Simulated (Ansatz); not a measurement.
**CH₆ClGeN: up Jacob's ladder to CCSD(T)**

The task here is to estimate one member of a computed series from the others.

Computed with Ansatz 0.2.0, Gaussian basis. Level: functionals in def2-TZVPP, the program's frozen cores in correlated methods.

Levels to be run: LDA (SPW92), PBE-D4, revPBE-D4, BLYP-D4, r2SCAN-D4, B97M-V, PBE0-D4, B3LYP-D4, r2SCANh-D4, r2SCAN0-D4, HSE06-D4, BHLYP-D4, CAM-B3LYP-D4, LC-ωPBE, ωB97X-V, ωB97M-V, B2PLYP, PBE-QIDH; CCSD(T)/def2-SVP; CCSD(T)/def2-TZVPP; MP2/def2-QZVPP; extrapolation to the limit; RPA on PBE.

## Structure used throughout

An earlier PBE0-D4 in a triple-zeta def2 set relaxation fixed the geometry.

SMILES `C[NH][GeH2][Cl]`, 10 atoms, charge 0, spin multiplicity 1.

Atoms are counted from 1 here; the program's logs count them from 0.

Bond lengths: C1–N2 1.452 Å, C1–H5 1.097 Å, C1–H6 1.093 Å, C1–H7 1.093 Å, N2–Ge3 1.813 Å, N2–H8 1.010 Å, Ge3–Cl4 2.179 Å, Ge3–H9 1.531 Å, Ge3–H10 1.530 Å. Angles: N2–C1–H5 114.0°, N2–C1–H6 110.1°, N2–C1–H7 109.5°, H5–C1–H6 108.3°, H5–C1–H7 107.6°, H6–C1–H7 107.1°, C1–N2–Ge3 119.8°, C1–N2–H8 112.3°, Ge3–N2–H8 113.7°, N2–Ge3–Cl4 112.1°, N2–Ge3–H9 108.6°, N2–Ge3–H10 109.0°, Cl4–Ge3–H9 105.3°, Cl4–Ge3–H10 106.4°, H9–Ge3–H10 115.5°.

Set-up of the first run:

Input file in.yaml:

```yaml
crystal:
  periodic: [false, false, false]
  atoms:
    - {symbol: C, position_ang: [0.084227, 1.012581, -0.987781]}
    - {symbol: N, position_ang: [-0.629369, 0.428835, 0.133963]}
    - {symbol: Ge, position_ang: [0.141295, -0.897817, 1.100689]}
    - {symbol: Cl, position_ang: [0.548320, -2.662856, -0.111205]}
    - {symbol: H, position_ang: [0.139675, 0.360744, -1.868438]}
    - {symbol: H, position_ang: [-0.388938, 1.952107, -1.285324]}
    - {symbol: H, position_ang: [1.107779, 1.249214, -0.686305]}
    - {symbol: H, position_ang: [-1.603454, 0.263722, -0.076265]}
    - {symbol: H, position_ang: [1.511656, -0.416800, 1.584876]}
    - {symbol: H, position_ang: [-0.828094, -1.340833, 2.198789]}
basis:
  gaussian: {orbitals: def2-TZVPP}
hamiltonian: {xc: lda}
output: {orbitals: {seedname: orbitals}}
```

Steps of the session up to this table: LDA; PBE-D4 (GGA); revPBE-D4 (GGA); BLYP-D4 (GGA); r2SCAN-D4 (meta-GGA); B97M-V (meta-GGA); PBE0-D4 (hybrid); B3LYP-D4 (hybrid); r2SCANh-D4 (hybrid); r2SCAN0-D4 (hybrid); HSE06-D4 (hybrid); BHLYP-D4 (hybrid); CAM-B3LYP-D4 (range-separated); LC-ωPBE-D4 (range-separated; the results give it without D4); ωB97X-V (range-separated); ωB97M-V (range-separated); B2PLYP (double hybrid); PBE-QIDH (double hybrid).

One table of the session follows, with a row left open; its other results are not shown here.

It belongs to the step «Frontier levels by functional». 

| functional | HOMO (eV) | gap (eV) |
| --- | --- | --- |
| LDA (SPW92) | -5.96 | 5.07 |
| PBE-D4 | -5.83 | 5.20 |
| revPBE-D4 | -5.78 | 5.25 |
| BLYP-D4 | -5.72 | 5.13 |
| r2SCAN-D4 | -6.11 | 5.80 |
| B97M-V | -6.24 | 5.87 |
| PBE0-D4 | ? | ? |
| B3LYP-D4 | -6.97 | 6.98 |
| r2SCANh-D4 | -6.63 | 6.65 |
| r2SCAN0-D4 | -7.40 | 7.91 |
| HSE06-D4 | -6.80 | 6.74 |
| BHLYP-D4 | -8.50 | 9.77 |
| CAM-B3LYP-D4 | -8.59 | 9.91 |
| LC-ωPBE | -9.96 | 12.54 |
| ωB97X-V | -9.61 | 12.06 |
| ωB97M-V | -9.52 | 11.69 |

Q: Estimate the row for PBE0-D4 from the others.

**Answer.** HOMO (eV): -7.20; gap (eV): 7.52. In the column «HOMO (eV)» it lies between r2SCAN0-D4 (-7.40) and B3LYP-D4 (-6.97).
